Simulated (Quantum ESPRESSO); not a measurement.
# Pt (I4/mmm) in Quantum ESPRESSO: notebook

One crystal, Pt, is run at these levels: PBEsol; tasks: single point.

Program: Quantum ESPRESSO 7.5. These are calculated values, not measurements. Logs are shortened: lines on timing, memory, paths and dates and some standing lists are left out, and cuts for length are marked.

## 1. Starting point

The structure is tetragonal, space group I4/mmm (No. 139). The conventional cell has a = 2.768 Å, b = 2.768 Å, c = 3.954 Å, α = 90.00°, β = 90.00°, γ = 90.00°. Pt (site symmetry 4/mmm) has 12 Pt at 2.77 to 2.78 Å as nearest neighbours.

The cell was built by a generator and needn't be a form met in nature.

## 2. Single point, PBEsol

The input, pw.in:

```
&CONTROL
  calculation = 'scf'
  prefix = 'pwscf'
  outdir = './tmp'
  pseudo_dir = './pseudo'
  tprnfor = .true.
  tstress = .true.
  disk_io = 'nowf'
  forc_conv_thr = 0.0001
/
&SYSTEM
  ibrav = 0
  nat = 1
  ntyp = 1
  ecutwfc = 56
  ecutrho = 450
  nbnd = 14
  occupations = 'smearing'
  smearing = 'mp'
  degauss = 0.01469973
/
&ELECTRONS
  conv_thr = 2d-10
  electron_maxstep = 120
  mixing_beta = 0.5
/
ATOMIC_SPECIES
Pt   195.0840 pt_pbesol_v1.4.uspp.F.UPF
CELL_PARAMETERS angstrom
   0.0000000000    1.9575133800    1.9770885138
   1.9575133800    0.0000000000    1.9770885138
   1.9575133800    1.9575133800    0.0000000000
ATOMIC_POSITIONS crystal
Pt     0.0000000000    0.0000000000    0.0000000000
K_POINTS automatic
32 32 32 0 0 0
```

Potentials or basis: GBRV 1.5 PBEsol.

Started as:

```
OMP_NUM_THREADS=1 mpirun -n 4 pw.x -nk 4 -in pw.in > pw.out
```

pw.out:

```text
This program is part of the open-source Quantum ESPRESSO suite
     for quantum simulation of materials; please cite
[... 6 lines left out ...]
     using ibrav=0 with symmetry is DISCOURAGED, use correct ibrav instead

     K-points division:     npool     =       4
     Subspace diagonalization in iterative solution of the eigenvalue problem:
     a serial algorithm will be used

     G-vector sticks info
     --------------------
     sticks:   dense  smooth     PW     G-vecs:    dense   smooth      PW
     Sum         847     429    147                16473     5833    1107

     Using Slab Decomposition

     bravais-lattice index     =            0
     lattice parameter (alat)  =       5.2576  a.u.
     unit-cell volume          =     102.2497 (a.u.)^3
     number of atoms/cell      =            1
     number of atomic types    =            1
     number of electrons       =        16.00
     number of Kohn-Sham states=           14
     kinetic-energy cutoff     =      56.0000  Ry
     charge density cutoff     =     450.0000  Ry
     scf convergence threshold =      2.0E-10
     mixing beta               =       0.5000
     number of iterations used =            8  plain     mixing
     Exchange-correlation= SLA  PW   PSX  PSC
                           (   1   4  10   8   0   0   0)

     celldm(1)=   5.257630  celldm(2)=   0.000000  celldm(3)=   0.000000
     celldm(4)=   0.000000  celldm(5)=   0.000000  celldm(6)=   0.000000

     crystal axes: (cart. coord. in units of alat)
               a(1) = (   0.000000   0.703580   0.710616 )
               a(2) = (   0.703580   0.000000   0.710616 )
               a(3) = (   0.703580   0.703580   0.000000 )

     reciprocal axes: (cart. coord. in units 2 pi/alat)
               b(1) = ( -0.710651  0.710651  0.703615 )
               b(2) = (  0.710651 -0.710651  0.703615 )
               b(3) = (  0.710651  0.710651 -0.703615 )

     PseudoPot. # 1 for Pt read from file:
     pt_pbesol_v1.4.uspp.F.UPF
     Pseudo is Ultrasoft + core correction, Zval = 16.0
     Generated by new atomic code, or converted to UPF format
     Using radial grid of  985 points,  6 beta functions with:
                l(1) =   0
                l(2) =   0
                l(3) =   1
                l(4) =   1
                l(5) =   2
                l(6) =   2
     Q(r) pseudized with  8 coefficients,  rinner =    1.300   1.300   1.300
                                                       1.300   1.300

     atomic species   valence    mass     pseudopotential
     Pt               16.00   195.08400     Pt( 1.00)

     16 Sym. Ops., with inversion, found

   Cartesian axes

     site n.     atom                  positions (alat units)
         1        Pt     tau(   1) = (   0.0000000   0.0000000   0.0000000  )

     number of k points=  2393  Methfessel-Paxton smearing, width (Ry)=  0.0147

     Number of k-points >= 100: set verbosity='high' to print them.

     Dense  grid:    16473 G-vectors     FFT dimensions: (  36,  36,  36)

     Smooth grid:     5833 G-vectors     FFT dimensions: (  25,  25,  25)

     Initial potential from superposition of free atoms

     starting charge      15.5000, renormalised to      16.0000

     negative rho (up, down):  1.892E-01 0.000E+00
     Starting wfcs are   12 randomized atomic wfcs +    2 random wfcs

     Self-consistent Calculation

     iteration #  1     ecut=    56.00 Ry     beta= 0.50
     Davidson diagonalization with overlap
     ethr =  1.00E-02,  avg # of iterations =  4.2

     negative rho (up, down):  1.760E-01 0.000E+00

     total energy              =    -210.37920014 Ry
     estimated scf accuracy    <       0.78218697 Ry

     iteration #  2     ecut=    56.00 Ry     beta= 0.50
     Davidson diagonalization with overlap
     ethr =  4.89E-03,  avg # of iterations =  2.0

     negative rho (up, down):  1.766E-01 0.000E+00

     total energy              =    -210.55268654 Ry
     estimated scf accuracy    <       0.00813687 Ry

     iteration #  3     ecut=    56.00 Ry     beta= 0.50
     Davidson diagonalization with overlap
     ethr =  5.09E-05,  avg # of iterations =  3.0

     negative rho (up, down):  1.755E-01 0.000E+00

     total energy              =    -210.55405526 Ry
     estimated scf accuracy    <       0.00074722 Ry

     iteration #  4     ecut=    56.00 Ry     beta= 0.50
     Davidson diagonalization with overlap
     ethr =  4.67E-06,  avg # of iterations =  3.9

     negative rho (up, down):  1.755E-01 0.000E+00

     total energy              =    -210.55410120 Ry
     estimated scf accuracy    <       0.00000654 Ry

     iteration #  5     ecut=    56.00 Ry     beta= 0.50
     Davidson diagonalization with overlap
     ethr =  4.09E-08,  avg # of iterations =  2.4

     negative rho (up, down):  1.756E-01 0.000E+00

     total energy              =    -210.55410355 Ry
     estimated scf accuracy    <       0.00000039 Ry

     iteration #  6     ecut=    56.00 Ry     beta= 0.50
     Davidson diagonalization with overlap
     ethr =  2.43E-09,  avg # of iterations =  1.7

     negative rho (up, down):  1.756E-01 0.000E+00

     total energy              =    -210.55410361 Ry
     estimated scf accuracy    <          2.6E-09 Ry

     iteration #  7     ecut=    56.00 Ry     beta= 0.50
     Davidson diagonalization with overlap
     ethr =  1.62E-11,  avg # of iterations =  3.8

     negative rho (up, down):  1.756E-01 0.000E+00

     total energy              =    -210.55410362 Ry
     estimated scf accuracy    <          8.3E-10 Ry

     iteration #  8     ecut=    56.00 Ry     beta= 0.50
     Davidson diagonalization with overlap
     ethr =  5.20E-12,  avg # of iterations =  2.0

     negative rho (up, down):  1.756E-01 0.000E+00

     End of self-consistent calculation

     Number of k-points >= 100: set verbosity='high' to print the bands.

     the Fermi energy is    22.2514 ev

!    total energy              =    -210.55410362 Ry
     estimated scf accuracy    <          3.5E-12 Ry
     smearing contrib. (-TS)   =      -0.00024279 Ry
     internal energy E=F+TS    =    -210.55386083 Ry

     The total energy is F=E-TS. E is the sum of the following terms:
     one-electron contribution =     -20.34217394 Ry
     hartree contribution      =      24.57805778 Ry
     xc contribution           =     -56.66804323 Ry
     ewald contribution        =    -158.12170144 Ry

     convergence has been achieved in   8 iterations

     negative rho (up, down):  1.756E-01 0.000E+00

     Forces acting on atoms (cartesian axes, Ry/au):

     atom    1 type  1   force =     0.00000000    0.00000000    0.00000000

     Total force =     0.000000     Total SCF correction =     0.000000

     Computing stress (Cartesian axis) and pressure

     negative rho (up, down):  1.756E-01 0.000E+00
          total   stress  (Ry/bohr**3)                   (kbar)     P=      -30.42
  -0.00018238  -0.00000000   0.00000000          -26.83       -0.00        0.00
  -0.00000000  -0.00018238  -0.00000000           -0.00      -26.83       -0.00
  -0.00000000   0.00000000  -0.00025572           -0.00        0.00      -37.62

=------------------------------------------------------------------------------=
   JOB DONE.
=------------------------------------------------------------------------------=
```

It took 49 s on 4 MPI ranks of Intel Xeon Platinum 8375C at 2.90GHz (Ice Lake), shared host; peak memory 0.64 GiB.

What came out:

```
Free energy            : -2864.7345 eV
Pressure               : -3.0 GPa
Band gap on the k mesh : none (metal or under the smearing width)
```

Stress tensor (GPa, compression positive):
```
-2.68  0.00  0.00
 0.00 -2.68  0.00
 0.00  0.00 -3.76
```

## 3. Single point, PBEsol

This run uses another cell than the first one, of 14.85 Å³/atom, 0.980 times its volume.

pw.in: that of step 2 with these lines changed.

```diff
@@ -29,4 +29,4 @@
 CELL_PARAMETERS angstrom
-   0.0000000000    1.9575133800    1.9770885138
-   1.9575133800    0.0000000000    1.9770885138
+   0.0000000000    1.9575133800    1.9379382462
+   1.9575133800    0.0000000000    1.9379382462
    1.9575133800    1.9575133800    0.0000000000
```

Potentials or basis: GBRV 1.5 PBEsol.

Started as:

```
OMP_NUM_THREADS=1 mpirun -n 4 pw.x -nk 4 -in pw.in > pw.out
```

It took 50 s on 4 MPI ranks of Intel Xeon Platinum 8375C at 2.90GHz (Ice Lake), shared host; peak memory 0.6 GiB.

It converged, with:

| Quantity | Value |
| --- | --- |
| Free energy | -2864.7344 eV |
| Pressure | 2.8 GPa |
| Band gap on the k mesh | none (metal or under the smearing width) |

Stress tensor (GPa, compression positive):
```
2.39 0.00 0.00
0.00 2.39 0.00
0.00 0.00 3.48
```

Levels at points of the mesh, in eV from the Fermi level:
```tsv
k point	band 5	band 6	band 7	band 8	band 9	band 10	band 11	band 12
(0.00, 0.00, 0.00)	-3.94	-3.94	-3.82	-1.74	-1.59	14.55	19.49	19.49
(0.00, 0.00, -0.50)	-4.02	-3.90	-0.61	0.02	0.08	5.93	14.11	18.93
(0.00, -0.50, -0.50)	-6.81	0.03	0.46	0.56	1.62	8.91	11.42	11.49
(-0.50, -0.50, 0.00)	-6.81	0.02	0.52	0.52	1.82	9.17	11.27	11.27
```

Spin-orbit coupling is left out, which matters for the levels of Pt.

## 4. Single point, PBEsol

This run uses another cell than the first one, of 15.00 Å³/atom, 0.990 times its volume.

pw.in: that of step 3 with these lines changed.

```diff
@@ -29,5 +29,5 @@
 CELL_PARAMETERS angstrom
-   0.0000000000    1.9575133800    1.9379382462
-   1.9575133800    0.0000000000    1.9379382462
-   1.9575133800    1.9575133800    0.0000000000
+   0.0000000000    1.9673009469    1.9673009469
+   1.9575133800    0.0097875669    1.9575133800
+   1.9575133800    1.9575133800    0.0097875669
 ATOMIC_POSITIONS crystal
```

Started as:

```
OMP_NUM_THREADS=1 mpirun -n 4 pw.x -nk 4 -in pw.in > pw.out
```

It took 90 s on 4 MPI ranks of Intel Xeon Platinum 8375C at 2.90GHz (Ice Lake), shared host; peak memory 0.92 GiB.

The run converged. Its results:

* Free energy: -2864.7358 eV
* Pressure: -0.2 GPa
* Band gap on the k mesh: none (metal or under the smearing width)

Stress tensor (GPa, compression positive):
```
-0.29  0.00  0.00
 0.00 -0.19 -0.78
 0.00 -0.78 -0.19
```

Levels at points of the mesh, in eV from the Fermi level:
```tsv
k point	band 5	band 6	band 7	band 8	band 9	band 10	band 11	band 12
(0.00, 0.00, 0.00)	-3.90	-3.84	-3.78	-1.64	-1.64	14.57	19.39	19.55
(0.00, 0.00, -0.50)	-3.96	-3.84	-0.53	0.03	0.09	5.92	14.10	18.81
(0.00, -0.50, -0.50)	-6.70	0.03	0.50	0.51	1.70	8.89	11.17	11.55
(-0.50, 0.00, 0.00)	-3.95	-3.83	-0.61	0.01	0.07	5.78	14.17	18.96
(-0.50, 0.00, -0.50)	-6.70	0.02	0.50	0.51	1.70	8.89	11.36	11.36
```

## 5. Overview

```tsv
cell	gap on the mesh (eV)	pressure (GPa)
I4/mmm, 15.15 Å³/atom	none	-3.0
I4/mmm, 14.85 Å³/atom	none	2.8
Immm, 15.0 Å³/atom	none	-0.2
```

Alike in all rows: task single point; level PBEsol; potentials or basis GBRV 1.5 PBEsol; no spin polarisation; k mesh 32 × 32 × 32; cutoff (eV) 762; smearing methfessel-paxton 0.2 eV.

Every run on the cell as given and a fine mesh finds a metal.

Total energies depend on the potentials used, so only differences within one code and one set of settings carry meaning.
